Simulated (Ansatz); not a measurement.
# C3H7FSn: small, medium and large basis sets

How large a basis does C3H7FSn need? Two functionals are run in growing sets.

Computed with Ansatz 0.2.0, Gaussian basis. Level: one geometry, several basis sets.

Levels to be run: PBE0-D4/def2-SVP; ωB97M-V/def2-SVP; PBE0-D4/def2-QZVPP; ωB97M-V/def2-QZVPP; the functionals' def2-TZVPP values are taken from earlier runs.

## Step 1: Structure used throughout

All runs share one geometry, relaxed beforehand with PBE0-D4 in a triple-zeta def2 set. Sn takes the def2 core potential; no spin-orbit term is included.

SMILES `C=C[CH2][SnH2][F]`, 12 atoms, charge 0, spin multiplicity 1.

Atoms are counted from 1 here; the program's logs count them from 0.

Bond lengths: C1–C2 1.328 Å, C1–H6 1.086 Å, C1–H7 1.083 Å, C2–C3 1.483 Å, C2–H8 1.088 Å, C3–Sn4 2.150 Å, C3–H9 1.093 Å, C3–H10 1.093 Å, Sn4–F5 1.932 Å, Sn4–H11 1.705 Å, Sn4–H12 1.708 Å. Angles: C2–C1–H6 121.6°, C2–C1–H7 121.3°, H6–C1–H7 117.0°, C1–C2–C3 125.2°, C1–C2–H8 118.9°, C3–C2–H8 115.8°, C2–C3–Sn4 110.3°, C2–C3–H9 112.1°, C2–C3–H10 112.1°, Sn4–C3–H9 105.5°, Sn4–C3–H10 108.0°, H9–C3–H10 108.6°, C3–Sn4–F5 103.0°, C3–Sn4–H11 113.7°, C3–Sn4–H12 115.2°, F5–Sn4–H11 104.7°, F5–Sn4–H12 104.3°, H11–Sn4–H12 114.0°.

## Step 2: PBE0-D4 in def2-SVP

in.yaml

```yaml
crystal:
  periodic: [false, false, false]
  atoms:
    - {symbol: C, position_ang: [-1.413363, -1.547368, 0.367198]}
    - {symbol: C, position_ang: [-0.448320, -0.732141, 0.777695]}
    - {symbol: C, position_ang: [0.793280, -0.430586, 0.025321]}
    - {symbol: Sn, position_ang: [0.718973, 1.567942, -0.762539]}
    - {symbol: F, position_ang: [0.539941, 2.655710, 0.824202]}
    - {symbol: H, position_ang: [-1.342382, -2.086526, -0.572735]}
    - {symbol: H, position_ang: [-2.306431, -1.705346, 0.959217]}
    - {symbol: H, position_ang: [-0.566597, -0.211383, 1.725520]}
    - {symbol: H, position_ang: [1.678517, -0.459800, 0.665284]}
    - {symbol: H, position_ang: [0.944847, -1.117570, -0.810591]}
    - {symbol: H, position_ang: [-0.684741, 1.894611, -1.673036]}
    - {symbol: H, position_ang: [2.163176, 2.117355, -1.491338]}
basis:
  gaussian: {orbitals: def2-SVP}
hamiltonian: {xc: pbe0, dispersion: d4}
output: {orbitals: {seedname: orbitals}}
```

After this run come: ωB97M-V in def2-SVP; PBE0-D4 in def2-QZVPP; ωB97M-V in def2-QZVPP.

Q: Predict the results of all the runs planned. Wanted: PBE0-D4: double and triple zeta above quadruple; ωB97M-V: double and triple zeta above quadruple.

The runs gave:

| quantity | value |
| --- | --- |
| PBE0-D4: double and triple zeta above quadruple | 7.77, 0.41 eV |
| ωB97M-V: double and triple zeta above quadruple | 8.08, 0.40 eV |

**Reading.** For PBE0-D4 the step from double to triple zeta gains 7.36 eV and the next only 0.41 eV. These are total energies; as a rule much of such shifts cancels in differences, which this series doesn't test. The LUMO of ωB97M-V is positive and keeps falling with the basis (1.39 to 0.66 eV): an unbound level that the basis holds in place.
